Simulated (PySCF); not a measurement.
# MnF5 (-2): ligand-field states, spin distribution

What do calculations give for the ligand-field states, spin distribution of MnF5 (-2)?

Programs: PySCF 2.14.0, with routines of our own; each step states its level. All values are computed. Atoms count from 0.

### 1 The starting structure

6 atoms, charge -2, states of the metal's open shell are computed; geometry from: model start, shaken.

### 2 Geometry optimisation at PBE0-D3(BJ)/def2-TZVP

What the job is given:

```
{"job": {"xc": "PBE0", "basis": "def2-TZVP", "d3": "d3bj", "grid": 1, "maxiter": 45, "solvent": "water", "kind": "geom"}, "charge": -2, "metal": "Mn", "open_shell": "d4"}
Mn     0.000020     0.004480    -0.004110
F     -0.013360    -0.006820     1.870130
F      0.000900     0.020100    -1.892380
F      1.875690     0.007350     0.005350
F     -0.940920     1.618500    -0.000440
F     -0.932070    -1.652620    -0.006860
```

Command:

```console
$ OMP_NUM_THREADS=1 python lf_run.py task.json out
```

The driver reads the jobs from task.json and runs them one after another.

Output:

```text
step   0  E = -1650.27339851  max force = 0.017630
step   1  E = -1650.27587734  max force = 0.006135
step   2  E = -1650.27622346  max force = 0.001683
step   3  E = -1650.27624783  max force = 0.000487
step   4  E = -1650.27625401  max force = 0.000274
optimisation converged
```

Run time: 3 min. Hardware: 1 thread of Arm Neoverse V1, shared host; peak memory 1.2 GiB.

Along the way:

| step | energy from step 0 (eV) | largest force component (eV/Å) |
| --- | --- | --- |
| 0 | 0.0000 | 0.9066 |
| 1 | -0.0675 | 0.3155 |
| 2 | -0.0769 | 0.0865 |
| 3 | -0.0775 | 0.0250 |
| 4 | -0.0777 | 0.0141 |

Distances of close pairs at the start and the end, largest changes first:

```
  bond  before (Å)  after (Å)  change (Å)
Mn0–F2       1.888      1.821      -0.067
Mn0–F1       1.874      1.821      -0.053
Mn0–F4       1.868      1.912      +0.044
Mn0–F3       1.876      1.915      +0.039
Mn0–F5       1.901      1.921      +0.020
```

Where it ended (Å):

```
Mn    0.0005    0.0082   -0.0045
F    -0.0044    0.0038    1.8164
F     0.0049    0.0196   -1.8256
F     1.9151   -0.0252    0.0005
F    -0.9812    1.6489   -0.0006
F    -0.9446   -1.6642   -0.0145
```

```csv
at the end point,value
"rotational constants (GHz, main isotopes)","2.416, 2.209, 2.174"
⟨S²⟩,6.024
```

### 3 Ligand-field states: state-averaged CASSCF in water

What the job is given:

```
{"job": {"kind": "lf", "basis": {"metal": "x2c-TZVPall", "ligand": "x2c-SVPall"}, "nevpt": true, "solvent": "water"}, "charge": -2, "metal": "Mn", "open_shell": "d4"}
Mn     0.000000     0.000000     0.000000
F      0.001471     0.002548     1.821009
F      0.001471     0.002548    -1.821009
F      1.913172    -0.031615     0.000000
F     -0.983982     1.641038     0.000000
F     -0.960454    -1.663574    -0.000000
```

Method: state-averaged CASSCF of the metal d shell, SC-NEVPT2 on the averaged canonical orbitals, state-interaction spin-orbit coupling.

Output:

```text
basis functions 118, electrons 72, active (4e, 5o)
stage 1: DIIS on the effective Fock matrix, level shift 0.30
cycle   1  E = -1649.6660035394  dE = -1.650e+03  max|g| = 2.585e+00
cycle   2  E = -1652.6616340324  dE = -2.996e+00  max|g| = 1.982e+00
cycle   3  E = -1654.4974971332  dE = -1.836e+00  max|g| = 9.879e-01
cycle   4  E = -1654.7894813172  dE = -2.920e-01  max|g| = 1.151e-01
cycle   5  E = -1654.8149323726  dE = -2.545e-02  max|g| = 9.369e-02
cycle   6  E = -1654.8172359154  dE = -2.304e-03  max|g| = 5.163e-02
cycle   7  E = -1654.8214294074  dE = -4.193e-03  max|g| = 2.154e-02
cycle   8  E = -1654.8220820439  dE = -6.526e-04  max|g| = 8.381e-03
cycle   9  E = -1654.8220269497  dE =  5.509e-05  max|g| = 1.134e-02
cycle  10  E = -1654.8220305963  dE = -3.647e-06  max|g| = 9.163e-03
cycle  11  E = -1654.8220104660  dE =  2.013e-05  max|g| = 9.729e-03
cycle  12  E = -1654.8219845532  dE =  2.591e-05  max|g| = 1.076e-02
cycle  13  E = -1654.8219818097  dE =  2.743e-06  max|g| = 1.104e-02
cycle  14  E = -1654.8219784178  dE =  3.392e-06  max|g| = 1.129e-02
cycle  15  E = -1654.8219473423  dE =  3.108e-05  max|g| = 1.199e-02
cycle  16  E = -1654.8220006625  dE = -5.332e-05  max|g| = 1.161e-02
cycle  17  E = -1654.8220302729  dE = -2.961e-05  max|g| = 1.042e-02
cycle  18  E = -1654.8220476731  dE = -1.740e-05  max|g| = 9.077e-03
cycle  19  E = -1654.8220748399  dE = -2.717e-05  max|g| = 8.494e-03
cycle  20  E = -1654.8220757152  dE = -8.753e-07  max|g| = 8.244e-03
cycle  21  E = -1654.8220717497  dE =  3.966e-06  max|g| = 8.836e-03
cycle  22  E = -1654.8220502123  dE =  2.154e-05  max|g| = 1.031e-02
cycle  23  E = -1654.8220133877  dE =  3.682e-05  max|g| = 1.260e-02
cycle  24  E = -1654.8219460838  dE =  6.730e-05  max|g| = 1.503e-02
cycle  25  E = -1654.8218230949  dE =  1.230e-04  max|g| = 2.010e-02
cycle  26  E = -1654.8214903247  dE =  3.328e-04  max|g| = 2.751e-02
stage 2: quasi-Newton rotations from the point of smallest gradient
cycle  28  E = -1654.8221942570  dE = -1.185e-04  max|g| = 6.165e-03
cycle  29  E = -1654.8222221779  dE = -2.792e-05  max|g| = 1.799e-03
cycle  30  E = -1654.8222242451  dE = -2.067e-06  max|g| = 3.114e-04
cycle  31  E = -1654.8222243384  dE = -9.330e-08  max|g| = 8.183e-05
cycle  32  E = -1654.8222243485  dE = -1.017e-08  max|g| = 3.296e-05
cycle  33  E = -1654.8222243497  dE = -1.210e-09  max|g| = 7.166e-06
converged average energy = -1654.8222243497

 mult deg   label        CASSCF/cm-1   NEVPT2/cm-1
   5   1   5A1                 0.0           0.0
   5   1   5A1             13461.1       15854.8
   5   1   5B2             13735.6       16186.2
   5   1   5A2             15803.6       19008.2
   5   1   5B1             15963.0       19171.5
   3   1   3B1             20872.0       19245.1
   3   1   3A2             21053.7       19423.6
   3   1   3B1             23481.0       20744.0
   3   1   3A2             23573.3       20832.7
   3   1   3B2             22898.6       21792.6
   3   1   3A1             22899.6       21803.7
   3   1   3B2             26464.9       24230.0
   3   1   3B2             26371.6       24683.0
   3   1   3A1             26393.9       24895.5
   3   1   3A1             29104.4       26339.9
   1   1   1A2             32770.4       28987.7
   1   1   1B1             32785.5       29022.2
   1   1   1A1             31628.7       29083.3
   1   1   1A1             31974.7       30600.4
   1   1   1B2             31942.8       30698.4
   1   1   1B1             33926.0       31770.5
   3   1   3B2             31850.6       31789.0
   1   1   1A2             34198.3       32033.8
   1   1   1B2             37592.4       34546.8
   1   1   1A1             37905.3       34974.7
   1   1   1A1             39612.1       35156.7
   3   1   3B1             35704.0       35243.5
   3   1   3A2             35552.6       35255.8
   3   1   3A1             36255.2       37150.3
   3   1   3B2             36503.6       37464.1
   3   1   3A2             37792.0       37616.2
   3   1   3B1             37997.5       37757.0
   1   1   1A1             40392.5       38785.1
   3   1   3A1             38666.2       38941.1
   3   1   3B2             38670.7       38945.8
   3   1   3A2             36829.8       39096.3
   3   1   3B1             36808.2       39097.0
   1   1   1A1             40797.1       39225.0
   1   1   1B2             40559.4       39241.4
   1   1   1B2             40910.2       39257.6
   3   1   3A2             38996.8       40237.8
   3   1   3B1             38992.9       40373.5
   3   1   3A1             41194.6       41236.0
   3   1   3B2             41422.5       41534.9
   3   1   3B1             41574.4       41845.8
   3   1   3A2             41835.0       42175.9
   3   1   3A1             45787.1       43726.6
   3   1   3A1             46933.6       45158.4
   3   1   3B2             46987.4       45180.9
   3   1   3A2             47971.0       45500.2
   3   1   3B1             47967.4       45613.1
   3   1   3B1             46434.8       46638.1
   3   1   3A2             46721.2       46966.8
   1   1   1A1             50480.0       48125.5
   1   1   1A2             53211.7       48441.8
   1   1   1A1             50584.0       48446.8
   1   1   1B1             53289.1       48510.0
   1   1   1B1             47210.3       48938.5
   1   1   1A2             47211.7       48940.6
   1   1   1A2             49453.8       48969.7

spin-orbit levels / cm-1
      0.00  x1  5A1 1.00
      2.73  x1  5A1 1.00
      3.23  x1  5A1 1.00
     11.83  x2  5A1 1.00
  15617.06  x1  5A1 0.71 5B2 0.28
  15617.66  x1  5A1 0.71 5B2 0.28
  15769.27  x1  5A1 0.85 5B2 0.15
  15770.54  x1  5A1 0.84 5B2 0.15
  15844.02  x1  5A1 0.99
  16173.26  x1  5B2 0.99
  16236.45  x1  5B2 0.84 5A1 0.15
  16238.24  x1  5B2 0.84 5A1 0.15
  16360.30  x1  5B2 0.71 5A1 0.28
  16360.35  x1  5B2 0.71 5A1 0.28
  18903.26  x1  5A2 0.72 5B1 0.28
  18903.29  x1  5A2 0.72 5B1 0.28
  18984.41  x1  5A2 0.84 5B1 0.15
  18987.91  x1  5A2 0.84 5B1 0.15
  19026.12  x1  5A2 0.99
  19189.34  x1  5B1 0.99
  19214.10  x1  3B1 0.77 3A2 0.20
  19214.40  x1  3B1 0.79 3A2 0.21
  19218.95  x1  5B1 0.84 5A2 0.15
  19221.41  x1  5B1 0.82 5A2 0.15
  19253.18  x1  3B1 0.96
  19275.74  x1  5B1 0.71 5A2 0.28
  19276.45  x1  5B1 0.69 5A2 0.27
  19430.95  x1  3A2 0.99
  19516.79  x1  3A2 0.78 3B1 0.20
  19517.04  x1  3A2 0.78 3B1 0.20
```

Wall time 11 s (1 thread of Arm Neoverse V1, shared host); peak memory 0.61 GiB.

In short:

```csv
quantity,value
spin-orbit constant ζ,336 cm⁻¹
```

Powder susceptibility:

| T (K) | χT (cm³ K/mol) | μ(eff) |
| --- | --- | --- |
| 2 | 2.117 | 4.11 |
| 5 | 2.667 | 4.62 |
| 10 | 2.852 | 4.78 |
| 20 | 2.928 | 4.84 |
| 30 | 2.945 | 4.85 |
| 50 | 2.956 | 4.86 |
| 75 | 2.961 | 4.87 |
| 100 | 2.963 | 4.87 |
| 150 | 2.966 | 4.87 |
| 200 | 2.969 | 4.87 |
| 250 | 2.971 | 4.87 |
| 300 | 2.973 | 4.88 |

Orbitals, density, ELF and potential are computed afterwards from the orbital file.

The spin density lies nearest to Mn0 93 %.

### 4 Spin distribution: unrestricted DFT, spin states

What the job is given:

```
{"job": {"kind": "spin", "xc": "BP86"}, "charge": -2, "metal": "Mn", "open_shell": "d4"}
Mn     0.000000     0.000000     0.000000
F      0.001471     0.002548     1.821009
F      0.001471     0.002548    -1.821009
F      1.913172    -0.031615     0.000000
F     -0.983982     1.641038     0.000000
F     -0.960454    -1.663574    -0.000000
```

Method: unrestricted DFT energies of the spin multiplicities at one geometry, beside CASSCF and NEVPT2 of the metal shell.

Output:

```text
multiplicity 5
final grid: 71280 points
cycle   1  E = -1657.6723846973  dE =  7.510e-01  |g| = 1.790e+00  |ddm| = 1.106e+00
cycle   2  E = -1648.9945991445  dE =  8.678e+00  |g| = 4.044e+00  |ddm| = 7.430e+00
cycle   3  E = -1657.4186365770  dE = -8.424e+00  |g| = 2.104e+00  |ddm| = 7.450e+00
cycle   4  E = -1657.3726736255  dE =  4.596e-02  |g| = 2.153e+00  |ddm| = 4.555e-01
cycle   5  E = -1657.8022929797  dE = -4.296e-01  |g| = 1.613e+00  |ddm| = 9.355e-01
cycle   6  E = -1658.5086576125  dE = -7.064e-01  |g| = 3.042e-01  |ddm| = 7.524e-01
cycle   7  E = -1658.5296673622  dE = -2.101e-02  |g| = 1.694e-01  |ddm| = 2.471e-01
cycle   8  E = -1658.5351441811  dE = -5.477e-03  |g| = 1.159e-01  |ddm| = 1.998e-01
cycle   9  E = -1658.5398628527  dE = -4.719e-03  |g| = 7.879e-03  |ddm| = 8.366e-02
cycle  10  E = -1658.5398847224  dE = -2.187e-05  |g| = 2.170e-03  |ddm| = 4.631e-03
cycle  11  E = -1658.5398860491  dE = -1.327e-06  |g| = 1.211e-03  |ddm| = 2.079e-03
cycle  12  E = -1658.5398863909  dE = -3.418e-07  |g| = 7.082e-04  |ddm| = 1.213e-03
converged SCF energy = -1658.5398863909
multiplicity 3
final grid: 71280 points
cycle   1  E = -1657.1443167621  dE =  1.199e+00  |g| = 2.265e+00  |ddm| = 1.504e+00
cycle   2  E = -1647.9859350309  dE =  9.158e+00  |g| = 4.491e+00  |ddm| = 8.037e+00
cycle   3  E = -1657.1859964007  dE = -9.200e+00  |g| = 2.276e+00  |ddm| = 8.048e+00
cycle   4  E = -1657.6978520726  dE = -5.119e-01  |g| = 1.719e+00  |ddm| = 1.203e+00
cycle   5  E = -1656.4653379464  dE =  1.233e+00  |g| = 2.587e+00  |ddm| = 1.576e+00
cycle   6  E = -1658.3604969201  dE = -1.895e+00  |g| = 5.997e-01  |ddm| = 1.428e+00
cycle   7  E = -1658.3867330920  dE = -2.624e-02  |g| = 5.629e-01  |ddm| = 7.397e-01
cycle   8  E = -1658.4934596868  dE = -1.067e-01  |g| = 7.691e-02  |ddm| = 3.399e-01
cycle   9  E = -1658.4948840485  dE = -1.424e-03  |g| = 4.069e-02  |ddm| = 6.748e-02
cycle  10  E = -1658.4953940242  dE = -5.100e-04  |g| = 1.290e-02  |ddm| = 3.272e-02
cycle  11  E = -1658.4954433392  dE = -4.932e-05  |g| = 5.774e-03  |ddm| = 1.112e-02
cycle  12  E = -1658.4954574305  dE = -1.409e-05  |g| = 1.018e-03  |ddm| = 5.474e-03
cycle  13  E = -1658.4954582871  dE = -8.566e-07  |g| = 8.645e-04  |ddm| = 2.330e-03
converged SCF energy = -1658.4954582871
```

Run time: 13 s. Hardware: 1 thread of Arm Neoverse V1, shared host; peak memory 0.61 GiB.

Warnings kept with the result: spin contamination in a lower multiplicity.

### 5 Spin distribution: unrestricted DFT, spin states

Settings changed since step 4:

```diff
@@ -1,2 +1,2 @@
-{"job": {"kind": "spin", "xc": "BP86"}, "charge": -2, "metal": "Mn", "open_shell": "d4"}
+{"job": {"kind": "spin", "xc": "TPSSh"}, "charge": -2, "metal": "Mn", "open_shell": "d4"}
 Mn     0.000000     0.000000     0.000000
```

Level: unrestricted DFT energies of the spin multiplicities at one geometry, beside CASSCF and NEVPT2 of the metal shell.

Output:

```text
multiplicity 5
final grid: 71280 points
cycle   1  E = -1658.1216161661  dE =  1.338e-01  |g| = 8.504e-01  |ddm| = 7.459e-01
cycle   2  E = -1655.8019935600  dE =  2.320e+00  |g| = 2.537e+00  |ddm| = 4.361e+00
cycle   3  E = -1658.3275643101  dE = -2.526e+00  |g| = 1.555e-01  |ddm| = 4.308e+00
cycle   4  E = -1658.3283399094  dE = -7.756e-04  |g| = 1.497e-01  |ddm| = 1.791e-01
cycle   5  E = -1658.3350689697  dE = -6.729e-03  |g| = 2.692e-02  |ddm| = 9.708e-02
cycle   6  E = -1658.3352464619  dE = -1.775e-04  |g| = 1.486e-02  |ddm| = 2.194e-02
cycle   7  E = -1658.3353224548  dE = -7.599e-05  |g| = 1.391e-03  |ddm| = 9.036e-03
cycle   8  E = -1658.3353237764  dE = -1.322e-06  |g| = 8.144e-04  |ddm| = 2.036e-03
cycle   9  E = -1658.3353239968  dE = -2.204e-07  |g| = 3.660e-04  |ddm| = 7.041e-04
converged SCF energy = -1658.3353239968
multiplicity 3
final grid: 71280 points
cycle   1  E = -1657.9361278114  dE =  2.402e-01  |g| = 1.076e+00  |ddm| = 8.285e-01
cycle   2  E = -1651.0050293389  dE =  6.931e+00  |g| = 3.391e+00  |ddm| = 7.022e+00
cycle   3  E = -1657.9606744844  dE = -6.956e+00  |g| = 1.045e+00  |ddm| = 7.036e+00
cycle   4  E = -1657.9790128309  dE = -1.834e-02  |g| = 1.003e+00  |ddm| = 7.954e-02
cycle   5  E = -1658.1260145614  dE = -1.470e-01  |g| = 6.788e-01  |ddm| = 3.520e-01
cycle   6  E = -1658.2486988286  dE = -1.227e-01  |g| = 2.362e-01  |ddm| = 4.023e-01
cycle   7  E = -1658.2660811954  dE = -1.738e-02  |g| = 4.800e-02  |ddm| = 1.428e-01
cycle   8  E = -1658.2665733464  dE = -4.922e-04  |g| = 3.347e-02  |ddm| = 4.018e-02
cycle   9  E = -1658.2669627506  dE = -3.894e-04  |g| = 2.732e-03  |ddm| = 2.090e-02
cycle  10  E = -1658.2669674592  dE = -4.709e-06  |g| = 1.083e-03  |ddm| = 3.509e-03
cycle  11  E = -1658.2669679659  dE = -5.067e-07  |g| = 3.814e-04  |ddm| = 1.049e-03
converged SCF energy = -1658.2669679659
```

Run time: 23 s. Hardware: 1 thread of Arm Neoverse V1, shared host; peak memory 0.62 GiB.

### 6 Spin distribution: unrestricted DFT, spin states

Settings changed since step 5:

```diff
@@ -1,2 +1,2 @@
-{"job": {"kind": "spin", "xc": "TPSSh"}, "charge": -2, "metal": "Mn", "open_shell": "d4"}
+{"job": {"kind": "spin", "xc": "B3LYP"}, "charge": -2, "metal": "Mn", "open_shell": "d4"}
 Mn     0.000000     0.000000     0.000000
```

Method: unrestricted DFT energies of the spin multiplicities at one geometry, beside CASSCF and NEVPT2 of the metal shell.

Output:

```text
multiplicity 5
final grid: 71280 points
cycle   1  E = -1658.2795316302  dE =  2.828e-02  |g| = 5.897e-01  |ddm| = 6.427e-01
cycle   2  E = -1657.9396639016  dE =  3.399e-01  |g| = 1.239e+00  |ddm| = 8.721e-01
cycle   3  E = -1658.3807142380  dE = -4.411e-01  |g| = 7.079e-02  |ddm| = 5.922e-01
cycle   4  E = -1658.3822106442  dE = -1.496e-03  |g| = 3.152e-02  |ddm| = 5.744e-02
cycle   5  E = -1658.3824871593  dE = -2.765e-04  |g| = 7.135e-03  |ddm| = 2.020e-02
cycle   6  E = -1658.3825061911  dE = -1.903e-05  |g| = 2.529e-03  |ddm| = 5.201e-03
cycle   7  E = -1658.3825085469  dE = -2.356e-06  |g| = 7.480e-04  |ddm| = 1.829e-03
cycle   8  E = -1658.3825090213  dE = -4.744e-07  |g| = 1.237e-04  |ddm| = 1.055e-03
converged SCF energy = -1658.3825090213
multiplicity 3
final grid: 71280 points
cycle   1  E = -1658.1686268079  dE =  5.814e-02  |g| = 6.964e-01  |ddm| = 6.907e-01
cycle   2  E = -1655.4746969297  dE =  2.694e+00  |g| = 2.410e+00  |ddm| = 5.928e+00
cycle   3  E = -1658.2706828863  dE = -2.796e+00  |g| = 3.607e-01  |ddm| = 5.930e+00
cycle   4  E = -1658.2936413913  dE = -2.296e-02  |g| = 2.255e-01  |ddm| = 1.714e-01
cycle   5  E = -1658.3105333025  dE = -1.689e-02  |g| = 3.082e-02  |ddm| = 1.251e-01
cycle   6  E = -1658.3106813938  dE = -1.481e-04  |g| = 2.329e-02  |ddm| = 2.803e-02
cycle   7  E = -1658.3108570236  dE = -1.756e-04  |g| = 2.109e-03  |ddm| = 1.372e-02
cycle   8  E = -1658.3108590448  dE = -2.021e-06  |g| = 1.142e-03  |ddm| = 2.307e-03
cycle   9  E = -1658.3108595186  dE = -4.738e-07  |g| = 3.253e-04  |ddm| = 8.436e-04
converged SCF energy = -1658.3108595186
```

Wall time 12 s (1 thread of Arm Neoverse V1, shared host); peak memory 0.62 GiB.

### 7 Spin distribution: unrestricted DFT, spin states

Settings changed since step 6:

```diff
@@ -1,2 +1,2 @@
-{"job": {"kind": "spin", "xc": "B3LYP"}, "charge": -2, "metal": "Mn", "open_shell": "d4"}
+{"job": {"kind": "spin", "xc": "PBE0"}, "charge": -2, "metal": "Mn", "open_shell": "d4"}
 Mn     0.000000     0.000000     0.000000
```

With the program's defaults for keys left out, this is: unrestricted DFT energies of the spin multiplicities at one geometry, beside CASSCF and NEVPT2 of the metal shell.

Output:

```text
multiplicity 5
final grid: 71280 points
cycle   1  E = -1657.5871045554  dE =  8.081e-03  |g| = 4.849e-01  |ddm| = 5.544e-01
cycle   2  E = -1657.4042925136  dE =  1.828e-01  |g| = 9.413e-01  |ddm| = 6.734e-01
cycle   3  E = -1657.6559299746  dE = -2.516e-01  |g| = 4.550e-02  |ddm| = 4.367e-01
cycle   4  E = -1657.6565525170  dE = -6.225e-04  |g| = 2.060e-02  |ddm| = 3.730e-02
cycle   5  E = -1657.6566760698  dE = -1.236e-04  |g| = 5.069e-03  |ddm| = 1.339e-02
cycle   6  E = -1657.6566879700  dE = -1.190e-05  |g| = 2.122e-03  |ddm| = 4.198e-03
cycle   7  E = -1657.6566903373  dE = -2.367e-06  |g| = 7.779e-04  |ddm| = 1.881e-03
cycle   8  E = -1657.6566910640  dE = -7.268e-07  |g| = 1.134e-04  |ddm| = 1.557e-03
converged SCF energy = -1657.6566910640
multiplicity 3
final grid: 71280 points
cycle   1  E = -1657.4814681872  dE =  2.290e-02  |g| = 5.638e-01  |ddm| = 5.951e-01
cycle   2  E = -1657.1819968829  dE =  2.995e-01  |g| = 1.168e+00  |ddm| = 7.984e-01
cycle   3  E = -1657.5738228986  dE = -3.918e-01  |g| = 6.430e-02  |ddm| = 5.277e-01
cycle   4  E = -1657.5751541109  dE = -1.331e-03  |g| = 2.247e-02  |ddm| = 4.878e-02
cycle   5  E = -1657.5752916605  dE = -1.375e-04  |g| = 6.745e-03  |ddm| = 1.455e-02
cycle   6  E = -1657.5753074996  dE = -1.584e-05  |g| = 2.516e-03  |ddm| = 4.729e-03
cycle   7  E = -1657.5753101011  dE = -2.601e-06  |g| = 6.021e-04  |ddm| = 1.800e-03
cycle   8  E = -1657.5753106820  dE = -5.809e-07  |g| = 1.687e-04  |ddm| = 1.237e-03
converged SCF energy = -1657.5753106820
```

Wall time 11 s (1 thread of Arm Neoverse V1, shared host); peak memory 0.62 GiB.

[end of part 1 of 2]
